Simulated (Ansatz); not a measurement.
Write a Python script for the Python package of Ansatz (0.2.0) that makes a short molecular-dynamics run of AlN, space group F-43m. Settings: LDA, norm-conserving potentials, the default cutoff (1143 eV here), 2×2×4 k-points, fixed occupations.

```
CELL_PARAMETERS angstrom
0.00000 2.18399 2.18399
2.18399 0.00000 2.18399
2.18399 2.18399 0.00000
ATOMIC_POSITIONS crystal
Al 0.00000 0.00000 0.00000
N 0.75000 0.75000 0.75000
```

The script, `md_aln.py`:
```python
"""A few tens of MD steps for AlN."""

import warnings

import ansatz as az
from ase import Atoms
import numpy as np


def main() -> None:
    warnings.simplefilter("ignore", az.DeckWarning)

    atoms = Atoms(
        ["Al", "N"],
        scaled_positions=[
            [0.0, 0.0, 0.0],
            [0.75, 0.75, 0.75],
        ],
        cell=[
            [0.0, 2.18399, 2.18399],
            [2.18399, 0.0, 2.18399],
            [2.18399, 2.18399, 0.0],
        ],
        pbc=True,
    )
    xtal = az.Crystal.from_ase(atoms)

    # a small cell and a short run: a test of the set-up, no statistics
    calculation = (
        xtal.supercell(2, 2, 1).calculation()
        .mixing("anderson", preconditioner="local_kerker")
        .accuracy("medium")
        .functional(az.Functional.LDA)
        .scf(tolerance=1e-09)
        .pseudopotentials("nc")
        .kpoints(spacing=0.8)
        .occupations("Fixed")
        .eigensolver("auto", full_accuracy=True)
        .md("nvt_langevin", timestep=2.0, steps=20, temperature=500, initial_velocities="maxwell_boltzmann", seed=980)
    )
    steps = []


    def collect(event):
        if event["event"] == "md_step":
            steps.append(event["data"])


    result = calculation.session().plan().execute(on_event=collect)
    r = result.report

    print(" step   t (fs)     E_pot (eV)   E_kin (eV)    T (K)")
    for s in steps[::1]:
        print(f"{s['step']:5d} {s['time_fs']:8.1f} {s['lagrangian_ev']:14.4f} {s['e_kin_ev']:12.4f} {s['temperature_k']:8.1f}")

    temperature = np.array([s["temperature_k"] for s in steps])
    print(f"mean temperature of the second half {temperature[len(steps) // 2 :].mean():.1f} K")


    with open("trajectory.xyz", "w") as handle:
        for s in steps[::5]:
            handle.write(f"{len(s['positions_ang'])}\nt = {s['time_fs']} fs\n")
            for site, xyz in zip(result.lattice.sites, s["positions_ang"]):
                handle.write("{} {:.4f} {:.4f} {:.4f}\n".format(site.symbol, *xyz))

    print("last positions (A) and velocities (A/fs)")
    for site, xyz, vel in zip(result.lattice.sites, steps[-1]["positions_ang"], steps[-1]["velocities_ang_fs"]):
        print(f"{site.symbol:2s}", " ".join(f"{v:8.4f}" for v in xyz), " ", " ".join(f"{v:9.5f}" for v in vel))


if __name__ == "__main__":
    main()
```

```console
$ python md_aln.py
 step   t (fs)     E_pot (eV)   E_kin (eV)    T (K)
    0      0.0     -1397.6193       0.4524    437.5
    1      2.0     -1397.6010       0.3706    358.4
    2      4.0     -1397.5553       0.3052    295.1
    3      6.0     -1397.4923       0.2964    286.6
    4      8.0     -1397.4237       0.2163    209.2
    5     10.0     -1397.3668       0.1695    163.9
    6     12.0     -1397.3354       0.1731    167.4
    7     14.0     -1397.3289       0.2061    199.3
    8     16.0     -1397.3446       0.2465    238.4
    9     18.0     -1397.3742       0.2711    262.1
   10     20.0     -1397.4060       0.2965    286.7
   11     22.0     -1397.4335       0.3176    307.1
   12     24.0     -1397.4461       0.3018    291.8
   13     26.0     -1397.4389       0.2605    251.9
   14     28.0     -1397.4140       0.2414    233.4
   15     30.0     -1397.3773       0.2072    200.4
   16     32.0     -1397.3388       0.1646    159.1
   17     34.0     -1397.3063       0.1739    168.2
   18     36.0     -1397.2822       0.1658    160.4
   19     38.0     -1397.2707       0.1598    154.5
   20     40.0     -1397.2792       0.2222    214.9
mean temperature of the second half 220.8 K
last positions (A) and velocities (A/fs)
Al  -0.0334   0.0110  -0.0980     0.00148   0.00322  -0.00072
N    3.2512   3.3375   3.2438    -0.00162   0.00366  -0.00580
Al   2.0679  -0.0258   2.1864    -0.00035   0.00131  -0.00340
N    5.5505   3.3252   5.4143    -0.00495  -0.00158  -0.00168
Al   0.0331   2.1910   2.0979    -0.00705   0.00292   0.00063
N    3.1644   5.5344   5.4319    -0.00203   0.00028   0.00168
Al   2.1798   2.3263   4.3741    -0.00165   0.00035  -0.00463
N    5.3829   5.4985   7.5553    -0.00033   0.00245  -0.00162
```

It writes `trajectory.xyz`:
```text
8
t = 0.0 fs
Al 0.0000 0.0000 0.0000
N 3.2760 3.2760 3.2760
Al 2.1840 0.0000 2.1840
N 5.4600 3.2760 5.4600
Al 0.0000 2.1840 2.1840
N 3.2760 5.4600 5.4600
Al 2.1840 2.1840 4.3680
N 5.4600 5.4600 7.6440
8
t = 10.0 fs
Al -0.0279 -0.0195 -0.0285
N 3.3510 3.3297 3.2830
Al 2.1272 0.0136 2.1926
N 5.4005 3.3145 5.4430
Al 0.0509 2.1960 2.1854
N 3.2496 5.4017 5.4775
Al 2.1780 2.1990 4.3922
N 5.4809 5.4191 7.6181
8
t = 20.0 fs
Al -0.0545 -0.0315 -0.0591
N 3.3413 3.3433 3.3069
Al 2.1073 -0.0060 2.2095
N 5.4481 3.3380 5.4070
Al 0.0803 2.2066 2.1494
N 3.2266 5.4398 5.4427
Al 2.1812 2.2489 4.4167
N 5.4595 5.4233 7.5907
8
t = 30.0 fs
Al -0.0549 -0.0156 -0.0830
N 3.2971 3.3274 3.2898
Al 2.0846 -0.0236 2.2096
N 5.5389 3.3443 5.4113
Al 0.0796 2.1924 2.1119
N 3.1925 5.5121 5.4262
Al 2.1911 2.3013 4.3998
N 5.4107 5.4787 7.5810
8
t = 40.0 fs
Al -0.0334 0.0110 -0.0980
N 3.2512 3.3375 3.2438
Al 2.0679 -0.0258 2.1864
N 5.5505 3.3252 5.4143
Al 0.0331 2.1910 2.0979
N 3.1644 5.5344 5.4319
Al 2.1798 2.3263 4.3741
N 5.3829 5.4985 7.5553
```

Caveats:
- These settings explore the input space; cutoff and mesh may be short of convergence.
- Energy and stress may still move on a finer k-point mesh.
- This cell is a computed structure, which may not be the phase found in nature.
- A small cell, a coarse mesh and a very short run: it shows the set-up and gives no equilibrium averages.
- Run time: 3.2 min on 1 thread of Arm Neoverse V2, with other jobs on the host, peak memory 0.49 GiB.
